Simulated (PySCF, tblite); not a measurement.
**C₄H₁₀N₂OSi₂: geometry, infrared bands and NMR shifts**

Wanted: the infrared bands and NMR shifts of C₄H₁₀N₂OSi₂ (`CO[Si@@H]1C[C@@H](C#N)[SiH2]N1`), by calculation.

The runs use tblite 0.8.0 and PySCF 2.14.0, with density-fitted response routines of our own; the level of theory stands in each step. All values are computed, except where a source is named. Atoms count from 0, in the outputs and in this text.

### 1 Starting geometry

19 atoms, charge 0, multiplicity 1; geometry from: force field or distance geometry start.

Bonds of the start (Å): C0–O1 1.40, O1–Si2 1.70, Si2–C3 1.90, C3–C4 1.50, C4–C5 1.46, C5–N6 1.15, C4–Si7 1.88, Si7–N8 1.81, N8–Si2 1.80, C0–H9 1.13, C0–H10 1.10, C0–H11 1.10, Si2–H12 1.45, C3–H13 1.12, C3–H14 1.08, C4–H15 1.10, Si7–H16 1.45, Si7–H17 1.47, N8–H18 1.06.

### 2 Relaxing the molecule with GFN2-xTB

Job settings and geometry (Å):

```
{"job": {"kind": "relax", "xc": "GFN2-xTB", "basis": "xTB"}, "charge": 0, "multiplicity": 1}
C      3.046100     0.670700    -0.034100
O      1.893400     0.330000    -0.744200
Si     0.826100    -0.526100     0.262500
C     -0.603300    -1.060300    -0.865700
C     -1.544500     0.094700    -0.720700
C     -2.827400    -0.095600    -1.388600
N     -3.844100    -0.251500    -1.894800
Si    -1.684900     0.160900     1.151600
N      0.052000     0.514500     1.508100
H      2.915600     1.723300     0.355500
H      3.912300     0.668800    -0.711200
H      3.189900     0.001800     0.822700
H      1.421200    -1.634500     0.985200
H     -1.081100    -1.959100    -0.405800
H     -0.244500    -1.233600    -1.867700
H     -1.040600     1.040300    -0.986800
H     -2.581100     1.208300     1.615200
H     -1.998200    -1.154500     1.725800
H      0.183400     1.511100     1.185500
```

Launch:

```
> OMP_NUM_THREADS=1 python probes_run.py task.json out
```

This one command runs all jobs of the session in turn.

The program printed:

```text
step      E/eV     max force
  0    -735.83738    2.152
  1    -736.08996    1.456
  2    -736.10071    5.890
  3    -736.25759    1.420
  4    -736.30552    0.733
  5    -736.35637    0.444
  6    -736.41697    0.777
  7    -736.45638    0.739
  8    -736.50215    0.550
  9    -736.53749    0.608
 10    -736.57085    0.661
 11    -736.59783    0.443
 12    -736.62429    0.338
 13    -736.64687    0.364
 14    -736.66369    0.420
 15    -736.67761    0.309
 16    -736.68921    0.363
 17    -736.70281    0.391
 18    -736.72073    0.450
 19    -736.74525    0.344
 20    -736.75857    0.276
 21    -736.77261    0.430
 22    -736.78654    0.540
 23    -736.80295    0.471
 24    -736.83008    0.582
 25    -736.83994    0.270
 26    -736.85447    0.284
 27    -736.86847    0.356
 28    -736.87913    0.248
 29    -736.88833    0.278
 30    -736.89326    0.402
 31    -736.89794    0.220
 32    -736.90349    0.214
 33    -736.91553    0.233
 34    -736.92106    0.207
 35    -736.92652    0.175
 36    -736.93000    0.132
 37    -736.93347    0.202
 38    -736.93670    0.225
 39    -736.93941    0.151
 40    -736.94147    0.094
 41    -736.94314    0.122
 42    -736.94465    0.129
 43    -736.94680    0.117
 44    -736.94868    0.081
 45    -736.95032    0.102
 46    -736.95184    0.134
 47    -736.95339    0.112
 48    -736.95478    0.076
 49    -736.95604    0.066
 50    -736.95732    0.106
 51    -736.95863    0.133
 52    -736.95976    0.121
 53    -736.96054    0.089
 54    -736.96108    0.063
 55    -736.96158    0.051
 56    -736.96203    0.058
 57    -736.96235    0.048
 58    -736.96258    0.047
 59    -736.96282    0.043
 60    -736.96308    0.036
 61    -736.96332    0.030
 62    -736.96352    0.027
 63    -736.96369    0.038
 64    -736.96388    0.037
 65    -736.96408    0.031
 66    -736.96426    0.026
 67    -736.96439    0.020
 68    -736.96450    0.032
 69    -736.96462    0.040
 70    -736.96475    0.035
 71    -736.96489    0.025
 72    -736.96502    0.026
 73    -736.96516    0.037
 74    -736.96533    0.053
 75    -736.96549    0.051
 76    -736.96563    0.029
 77    -736.96574    0.021
 78    -736.96582    0.022
 79    -736.96590    0.024
 80    -736.96597    0.024
 81    -736.96603    0.016
 82    -736.96608    0.019
 83    -736.96613    0.021
 84    -736.96621    0.022
 85    -736.96632    0.030
 86    -736.96644    0.033
 87    -736.96656    0.029
 88    -736.96667    0.023
 89    -736.96679    0.026
 90    -736.96692    0.027
 91    -736.96706    0.024
 92    -736.96723    0.025
 93    -736.96742    0.026
 94    -736.96760    0.027
 95    -736.96778    0.032
 96    -736.96797    0.037
 97    -736.96823    0.040
 98    -736.96850    0.043
 99    -736.96877    0.049
100    -736.96905    0.052
101    -736.96942    0.057
102    -736.96964    0.044
103    -736.96998    0.034
104    -736.97016    0.033
105    -736.97028    0.039
106    -736.97044    0.026
107    -736.97072    0.033
108    -736.97092    0.059
109    -736.97108    0.038
110    -736.97127    0.051
111    -736.97148    0.057
112    -736.97165    0.033
113    -736.97174    0.019
114    -736.97179    0.019
115    -736.97182    0.018
116    -736.97191    0.016
117    -736.97197    0.015
118    -736.97201    0.011
119    -736.97203    0.010
```

Run time: 1.2 s. Hardware: 1 thread of Arm Neoverse V1, shared host.

Along the way: (not every step is listed)

```
step  energy from step 0 (eV)  largest force (eV/Å)
   0                   0.0000                2.1525
   1                  -0.2526                1.4559
   2                  -0.2633                5.8899
   3                  -0.4202                1.4202
   4                  -0.4681                0.7330
   5                  -0.5190                0.4440
   6                  -0.5796                0.7767
   7                  -0.6190                0.7392
   8                  -0.6648                0.5504
  18                  -0.8833                0.4502
  28                  -1.0417                0.2477
  38                  -1.0993                0.2252
  48                  -1.1174                0.0755
  58                  -1.1252                0.0470
  68                  -1.1271                0.0324
  78                  -1.1284                0.0218
  88                  -1.1293                0.0234
  98                  -1.1311                0.0427
 108                  -1.1335                0.0593
 114                  -1.1344                0.0193
 115                  -1.1344                0.0183
 116                  -1.1345                0.0161
 117                  -1.1346                0.0146
 118                  -1.1346                0.0108
 119                  -1.1346                0.0097
```

Close pairs (by a distance rule), those that changed most:

```
  bond  before (Å)  after (Å)  change (Å)
Si7–N8       1.808      1.728      -0.081
O1–Si2       1.699      1.619      -0.080
Si2–N8       1.798      1.741      -0.058
N8–H18       1.056      1.005      -0.051
C4–Si7       1.879      1.920      +0.042
 C3–C4       1.497      1.538      +0.041
 C0–H9       1.130      1.092      -0.038
 C4–C5       1.459      1.425      -0.034
```

The final coordinates are the input of the step that follows.

### 3 Vibrational analysis with GFN2-xTB

Job settings and geometry (Å):

```
{"job": {"kind": "ir", "xc": "GFN2-xTB", "basis": "xTB"}, "charge": 0, "multiplicity": 1}
C      3.174271     0.769330    -0.030065
O      1.979552     0.235784    -0.522143
Si     0.849219    -0.612987     0.267305
C     -0.527841    -0.976693    -0.977907
C     -1.661418     0.044750    -0.784615
C     -2.900744    -0.462539    -1.272045
N     -3.901929    -0.891960    -1.629006
Si    -1.776090     0.520368     1.072291
N     -0.095490     0.302291     1.407405
H      2.971485     1.570928     0.683352
H      3.737885     1.170505    -0.872792
H      3.766698    -0.002194     0.466348
H      1.426130    -1.773317     0.950246
H     -0.915626    -1.975051    -0.775366
H     -0.190679    -0.975418    -2.013792
H     -1.426198     0.952367    -1.349538
H     -2.171069     1.918447     1.251116
H     -2.630744    -0.396129     1.829439
H      0.282782     0.590768     2.292305
```

The program printed:

```text
mode    cm-1     km/mol
  1      40.2      0.25
  2      58.1      2.03
  3      82.4      1.68
  4      95.9      1.67
  5     121.5      8.05
  6     146.3      2.15
  7     205.8      2.20
  8     243.5     13.88
  9     263.5     12.20
 10     323.9      2.76
 11     382.0      7.62
 12     407.4     88.18
 13     454.9      6.94
 14     489.4     10.58
 15     524.6      5.72
 16     535.0     76.25
 17     608.1     67.64
 18     646.7     91.26
 19     671.1     66.58
 20     698.9    191.97
 21     726.6     33.10
 22     778.0    192.60
 23     796.2    137.82
 24     823.6    263.98
 25     844.0    147.92
 26     923.5    189.09
 27    1015.1     28.78
 28    1070.8     17.08
 29    1074.7     22.49
 30    1128.6     11.53
 31    1130.7    159.56
 32    1136.8    166.65
 33    1155.0    243.29
 34    1167.2     30.21
 35    1227.5     13.71
 36    1290.0      3.01
 37    1411.7      0.46
 38    1478.9      5.84
 39    1484.3      2.20
 40    1485.7      4.06
 41    2243.6     88.95
 42    2248.9    720.49
 43    2270.4    176.40
 44    2387.2    360.15
 45    2924.3     21.96
 46    2954.3     37.01
 47    2964.9     40.09
 48    2987.4     47.84
 49    2992.8     25.77
 50    3003.6     21.64
 51    3504.4      1.26
```

Run time: 1 s. Hardware: 1 thread of Arm Neoverse V1, shared host.

Which atoms move in the most intense modes:

```csv
cm⁻¹,km/mol,atoms
699,192.0,H12 58 %
778,192.6,"H16 27 %, H17 22 %, H14 11 %"
824,264.0,"Si2 30 %, C3 24 %, N8 11 %"
924,189.1,"N8 43 %, H18 31 %, Si7 13 %"
1155,243.3,"O1 39 %, C0 23 %, H10 19 %"
2249,720.5,"H12 36 %, H16 31 %, H17 29 %"
2270,176.4,"H16 51 %, H17 47 %"
2387,360.1,"C5 60 %, N6 39 %"
```

### 4 Nuclear shieldings: PBE0/pcSseg-1

Same as in step 3 but for these lines:

```diff
@@ -1,2 +1,2 @@
-{"job": {"kind": "ir", "xc": "GFN2-xTB", "basis": "xTB"}, "charge": 0, "multiplicity": 1}
+{"job": {"kind": "nmr", "xc": "PBE0", "basis": "pcSseg-1"}, "charge": 0, "multiplicity": 1}
 C      3.174271     0.769330    -0.030065
```

With the program's defaults for keys left out, this is: GIAO PBE0/pcSseg-1 NMR shielding, non-relativistic, gas phase.

The program printed:

```text
coarse grid: 17008 points
cycle   1  E = -921.3304686331  dE =  1.236e+00  |g| = 8.490e-01  |ddm| = 4.090e+00
cycle   2  E = -921.0819443895  dE =  2.485e-01  |g| = 1.400e+00  |ddm| = 2.014e+00
cycle   3  E = -921.4650218077  dE = -3.831e-01  |g| = 2.229e-01  |ddm| = 1.394e+00
cycle   4  E = -921.4739757425  dE = -8.954e-03  |g| = 9.737e-02  |ddm| = 2.139e-01
cycle   5  E = -921.4758991868  dE = -1.923e-03  |g| = 2.440e-02  |ddm| = 9.397e-02
cycle   6  E = -921.4760169470  dE = -1.178e-04  |g| = 6.202e-03  |ddm| = 2.387e-02
cycle   7  E = -921.4760244187  dE = -7.472e-06  |g| = 1.954e-03  |ddm| = 6.593e-03
final grid: 155600 points
cycle   8  E = -921.5346532707  dE = -2.059e-05  |g| = 1.297e-02  |ddm| = 2.778e-02
cycle   9  E = -921.5346123445  dE =  4.093e-05  |g| = 1.964e-02  |ddm| = 2.361e-02
cycle  10  E = -921.5346857948  dE = -7.345e-05  |g| = 1.492e-03  |ddm| = 1.489e-02
cycle  11  E = -921.5346862921  dE = -4.973e-07  |g| = 2.758e-04  |ddm| = 1.464e-03
cycle  12  E = -921.5346863016  dE = -9.454e-09  |g| = 1.944e-04  |ddm| = 3.655e-04
cycle  13  E = -921.5346863092  dE = -7.549e-09  |g| = 5.627e-05  |ddm| = 1.703e-04
cycle  14  E = -921.5346863098  dE = -6.316e-10  |g| = 1.403e-05  |ddm| = 4.473e-05
converged SCF energy = -921.5346863098

GIAO shielding tensors (ppm)
atom      isotropic    diamagn.    paramagn.     s11        s22        s33       span
  0 C      134.512     240.403    -105.892    108.427    109.700    185.408     76.981
  1 O      292.921     400.420    -107.498    204.744    332.720    341.300    136.556
  2 Si     361.807     882.290    -520.483    334.706    356.877    393.837     59.131
  3 C      170.172     255.375     -85.202    158.222    169.140    183.155     24.934
  4 C      179.983     252.789     -72.806    166.805    177.857    195.288     28.483
  5 C       59.793     257.452    -197.659    -61.818    -54.714    295.910    357.728
  6 N      -25.599     339.801    -365.400   -190.130   -177.266    290.600    480.730
  7 Si     368.591     880.526    -511.936    339.601    349.604    416.568     76.967
  8 N      229.357     327.436     -98.079    195.076    231.745    261.249     66.173
  9 H       27.924      28.533      -0.609     22.961     26.278     34.532     11.571
 10 H       27.694      26.857       0.837     23.065     25.333     34.683     11.618
 11 H       28.010      27.000       1.010     23.853     25.458     34.719     10.866
 12 H       26.499      30.403      -3.904     22.801     24.325     32.370      9.568
 13 H       30.918      32.725      -1.807     26.201     29.534     37.018     10.818
 14 H       30.122      32.372      -2.250     25.484     28.191     36.692     11.208
 15 H       29.619      31.149      -1.530     24.746     28.194     35.917     11.171
 16 H       26.609      28.914      -2.305     23.098     24.285     32.443      9.345
 17 H       26.817      29.185      -2.368     23.341     24.516     32.592      9.250
 18 H       31.062      32.420      -1.358     22.709     27.614     42.863     20.154
```

Run time: 52 s. Hardware: 1 thread of Arm Neoverse V1, shared host; peak memory 1.1 GiB.

Shifts follow as δ = σ(reference) − σ, with reference shieldings (ppm) from runs at the same level and on the same kind of geometry: ¹H TMS 31.72, ¹³C TMS 186.9, ²⁹Si TMS 349.2, ¹⁵N NH3 267.7, ¹⁷O H2O 336.1. The references are single molecules in the gas phase, so shifts against H2O, NH3, PH3, H3PO4 or CFCl3 are not on the usual liquid scales and can be off by tens of ppm. Atoms listed in one row are averaged.

```csv
atoms,environment,σ (ppm),δ (ppm),δ scaled to CDCl3
C5,nitrile carbon,59.8,127.1,122.2
C0,methyl carbon bonded to O,134.5,52.4,49.2
C3,sp3 CH2 bonded to Si,170.2,16.8,14.4
C4,"sp3 CH bonded to Si, α to a nitrile",180.0,6.9,4.9
H12,"hydrogen on a silicon bonded to C, N, O, in a 5-membered ring",26.50,5.22,–
H16,"hydrogen on a silicon bonded to C, N, in a 5-membered ring",26.61,5.11,–
H17,"hydrogen on a silicon bonded to C, N, in a 5-membered ring",26.82,4.90,–
"H9, H10, H11",hydrogen on a methyl carbon bonded to O,27.88,3.84,3.73
H15,"hydrogen on an sp3 CH bonded to Si, α to a nitrile",29.62,2.10,2.08
H14,hydrogen on an sp3 CH2 bonded to Si,30.12,1.59,1.61
H13,hydrogen on an sp3 CH2 bonded to Si,30.92,0.80,0.86
H18,"hydrogen on a nitrogen bonded to 2 Si, in a 5-membered ring",31.06,0.65,–
O1,"oxygen bonded to C, Si",292.9,43.2,–
Si2,"silicon bonded to C, N, O, H, in a 5-membered ring",361.8,-12.6,–
Si7,"silicon bonded to C, N, 2 H, in a 5-membered ring",368.6,-19.4,–
N6,nitrile nitrogen,-25.6,293.3,–
N8,"nitrogen bonded to 2 Si, H, in a 5-membered ring",229.4,38.4,–
```

The scaled column applies a straight-line fit of computed shieldings to shifts measured in CDCl3 (root-mean-square error 0.16 ppm for H, 1.9 ppm for C).

The run also stored atomic charges by several schemes (e):

| atoms | Mulliken | IAO | Hirshfeld | ESP fit |
| --- | --- | --- | --- | --- |
| C0 | -0.01 | -0.20 | -0.03 | -0.18 |
| O1 | -0.63 | -0.64 | -0.23 | -0.33 |
| Si2 | 1.08 | 1.22 | 0.44 | 0.65 |
| C3 | -0.49 | -0.55 | -0.15 | -0.41 |
| C4 | -0.58 | -0.42 | -0.09 | -0.05 |
| C5 | 0.12 | 0.14 | 0.07 | 0.30 |
| N6 | -0.25 | -0.28 | -0.25 | -0.48 |
| Si7 | 0.84 | 0.92 | 0.39 | 0.50 |
| N8 | -0.84 | -0.95 | -0.33 | -0.79 |

Mayer bond orders: C0–O1 0.89, O1–Si2 1.03, Si2–C3 0.89, C3–C4 0.99, C4–C5 1.02, C5–N6 3.06, C4–Si7 0.80, Si7–N8 0.99, N8–Si2 0.94.

Ring of atoms Si2, C3, C4, Si7, N8: NICS(0) -5.7, NICS(1) -3.5, NICS(1)zz -0.9 ppm (means of both faces).

### 5 Summary of results

| quantity | value |
| --- | --- |
| strongest single infrared mode (GFN2-xTB) | 2249 cm⁻¹, 720 km/mol |
| zero-point energy (GFN2-xTB) | 85.2 kcal/mol |
| ¹³C shifts against TMS (PBE0/pcSseg-1) | 127.1, 52.4, 16.8, 6.9 ppm |
| ¹H shifts against TMS (PBE0/pcSseg-1, means over atoms taken as alike) | 5.22, 5.11, 4.90, 3.84, 2.10, 1.59, 0.80, 0.65 ppm |
| ¹⁷O shifts against H2O (PBE0/pcSseg-1) | 43.2 ppm |
| ²⁹Si shifts against TMS (PBE0/pcSseg-1) | -12.6, -19.4 ppm |
| ¹⁵N shifts against NH3 (PBE0/pcSseg-1) | 293.3, 38.4 ppm |

The optimisation took 119 steps and gained 1.135 eV; among the close pairs (by a distance rule), Si7–N8 changed most, from 1.808 to 1.728 Å. No mode is imaginary among the 51: a minimum at this level. The strongest single mode, at 2249 cm⁻¹, has its largest shares on H12, H16 and H17 (the list is cut at 3 atoms). Unscaled tight-binding wavenumbers are off by several per cent, some by more. Its intensities can rank the bands wrongly. At PBE0/pcSseg-1: The widest tensor belongs to N6: span 481 ppm, with a paramagnetic part of -365 ppm.
